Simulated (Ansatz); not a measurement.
# Cl2FH3Si: the cost of one run

All numbers below are computed with Ansatz 0.2.0 (RKS PBE0-D4/def2-SVP).

### Step 1. Starting point

Bond lengths: Si1–F2 2.001 Å, Si1–Cl3 1.994 Å, Si1–Cl4 2.029 Å, Si1–H5 1.446 Å. Angles: F2–Si1–Cl3 97.2°, F2–Si1–Cl4 143.9°, F2–Si1–H5 83.7°, Cl3–Si1–Cl4 112.0°, Cl3–Si1–H5 113.1°, Cl4–Si1–H5 102.8°.

Structure file:

```xyz
7

Si   -0.4943    0.0366   -0.1029
F     1.2725    0.8211   -0.6205
Cl   -0.4381   -1.5347   -1.3287
Cl   -1.7643   -0.2582    1.4513
H    -1.0259    1.2264   -0.7288
H     1.4793    0.1436    0.3606
H     0.9708   -0.4348    0.9689
```

### Step 2. A restrained relaxation towards end A

Springs on the bonds that form and break draw the guess towards this end; the thresholds are loose.

Contents of input.yaml:

```yaml
crystal:
  periodic: [false, false, false]
  atoms:
    - { symbol: Si, position_ang: [-0.4943, 0.0366, -0.1029] }
    - { symbol: F, position_ang: [1.2725, 0.8211, -0.6205] }
    - { symbol: Cl, position_ang: [-0.4381, -1.5347, -1.3287] }
    - { symbol: Cl, position_ang: [-1.7643, -0.2582, 1.4513] }
    - { symbol: H, position_ang: [-1.0259, 1.2264, -0.7288] }
    - { symbol: H, position_ang: [1.4793, 0.1436, 0.3606] }
    - { symbol: H, position_ang: [0.9708, -0.4348, 0.9689] }
basis:
  gaussian: { orbitals: def2-SVP }
hamiltonian:
  xc: pbe0
  dispersion: d4
relax:
  f_tol: 0.15
  max_steps: 25
  restrain:
    - { distance: [0, 6], at: 2.72, k: 30.0 }
    - { distance: [5, 1], at: 2.18, k: 30.0 }
    - { distance: [0, 1], at: 1.68, k: 30.0 }
    - { distance: [5, 6], at: 0.62, k: 30.0 }
output:
  orbitals: {}
```

Command:

```console
$ ansatz run input.yaml --threads 2 --pin off --max-ram 3072MiB --backend cpu --events-out ev --progress --plain --runs-dir out
```

**Question.** How long does this run take on 2 threads of AMD EPYC 9R45 (Zen 5), shared host, and how much memory does it need?

About 11 s, with a peak of 0.19 GiB.
